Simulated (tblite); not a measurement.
# C4H12O2SSi2: the cost of one run

Computed with tblite 0.8.0 and PySCF 2.14.0, with density-fitted response routines of our own, on a single molecule in the gas phase. Atoms are numbered from 0 throughout.

### Step 1. The molecule as given

21 atoms, charge 0, multiplicity 1; geometry from: force field or distance geometry start.

Bonds of the start (Å): C0–Si1 1.85, Si1–C2 1.85, C2–S3 1.83, S3–Si4 2.15, Si4–O5 1.66, Si4–C6 1.89, C6–C7 1.49, C6–O8 1.23, C0–H9 1.11, C0–H10 1.09, C0–H11 1.09, Si1–H12 1.47, Si1–H13 1.50, C2–H14 1.09, C2–H15 1.08, Si4–H16 1.49, O5–H17 0.97, C7–H18 1.10, C7–H19 1.09, C7–H20 1.09.

### Step 2. Optimising the geometry with GFN2-xTB

Job settings and geometry (Å):

```
{"job": {"kind": "relax", "xc": "GFN2-xTB", "basis": "xTB"}, "charge": 0, "multiplicity": 1}
C      2.446300     1.352000     2.724300
Si     2.884700     0.638900     1.071100
C      1.610900    -0.532800     0.422600
S      0.056400     0.383000     0.092200
Si    -1.244300    -1.149200    -0.681400
O     -1.227100    -2.382700     0.426600
C     -2.971000    -0.436400    -0.992000
C     -3.138600     0.625000    -2.029200
O     -3.874300    -0.888600    -0.293000
H      1.535000     1.974400     2.661300
H      2.243200     0.565900     3.459000
H      3.242400     1.979800     3.113400
H      3.159700     1.727600     0.118500
H      4.169900    -0.114000     1.230100
H      1.412100    -1.322200     1.142900
H      1.951600    -0.982300    -0.500000
H     -0.621200    -1.634400    -1.940500
H     -2.044300    -2.447200     0.948500
H     -4.211900     0.830600    -2.157100
H     -2.640900     1.543400    -1.715900
H     -2.747300     0.286000    -2.987700
```

Launch:

```console
> OMP_NUM_THREADS=1 python probes_run.py task.json out
```

This one command runs all jobs of the session in turn.

Q: Estimate the wall time of this first job on 1 thread of Arm Neoverse N1, shared host.

About 2.1 s.
